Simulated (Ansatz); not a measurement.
**CH5ClInN: how energies converge with the basis set**

An exercise on one series of results from a longer session: the logs are not shown, and one member is left open.

Computed with Ansatz 0.2.0, Gaussian basis. Level: one geometry, several basis sets.

Levels to be run: PBE0-D4/def2-SVP; ωB97M-V/def2-SVP; PBE0-D4/def2-QZVPP; ωB97M-V/def2-QZVPP; the functionals' def2-TZVPP values are taken from earlier runs.

## Structure used throughout

All runs share one geometry, relaxed beforehand with PBE0-D4 in a triple-zeta def2 set. In takes the def2 core potential; no spin-orbit term is included.

SMILES `[CH3][In]([NH2])[Cl]`, 9 atoms, charge 0, spin multiplicity 1.

Atoms are counted from 1 here; the program's logs count them from 0.

Bond lengths: C1–In2 2.127 Å, C1–H5 1.089 Å, C1–H6 1.090 Å, C1–H7 1.090 Å, In2–N3 2.004 Å, In2–Cl4 2.352 Å, N3–H8 1.009 Å, N3–H9 1.008 Å. Angles: In2–C1–H5 108.9°, In2–C1–H6 109.6°, In2–C1–H7 110.2°, H5–C1–H6 109.6°, H5–C1–H7 109.7°, H6–C1–H7 108.9°, C1–In2–N3 133.3°, C1–In2–Cl4 118.0°, N3–In2–Cl4 108.4°, In2–N3–H8 117.4°, In2–N3–H9 120.7°, H8–N3–H9 110.4°.

Set-up of the first run:

The input, in.yaml:

```yaml
crystal:
  periodic: [false, false, false]
  atoms:
    - {symbol: C, position_ang: [-0.198694, 1.634150, -0.609136]}
    - {symbol: In, position_ang: [-0.213608, -0.445713, -0.164624]}
    - {symbol: N, position_ang: [0.571008, -1.538818, 1.320104]}
    - {symbol: Cl, position_ang: [-1.546418, -1.851093, -1.498801]}
    - {symbol: H, position_ang: [-0.789541, 1.806960, -1.506976]}
    - {symbol: H, position_ang: [-0.629539, 2.189407, 0.224468]}
    - {symbol: H, position_ang: [0.823313, 1.977115, -0.770068]}
    - {symbol: H, position_ang: [0.582140, -2.540783, 1.203112]}
    - {symbol: H, position_ang: [1.401340, -1.231245, 1.801922]}
basis:
  gaussian: {orbitals: def2-SVP}
hamiltonian: {xc: pbe0, dispersion: d4}
output: {orbitals: {seedname: orbitals}}
```

Among the steps run: PBE0-D4 in def2-SVP; ωB97M-V in def2-SVP; PBE0-D4 in def2-QZVPP; ωB97M-V in def2-QZVPP.

One of the session's tables, all rows but one given; the rest of the session is left out.

It belongs to the step «Functionals by basis». 

| functional | basis | HOMO (eV) |
| --- | --- | --- |
| PBE0-D4 | def2-SVP | -7.09 |
| PBE0-D4 | def2-TZVPP | -7.32 |
| PBE0-D4 | def2-QZVPP | -7.37 |
| ωB97M-V | def2-SVP | ? |
| ωB97M-V | def2-TZVPP | -9.67 |
| ωB97M-V | def2-QZVPP | -9.73 |

**Question.** Estimate the row for ωB97M-V, def2-SVP.

As computed: HOMO (eV): -9.41. In the column «HOMO (eV)» it lies between ωB97M-V, def2-TZVPP (-9.67) and PBE0-D4, def2-QZVPP (-7.37).
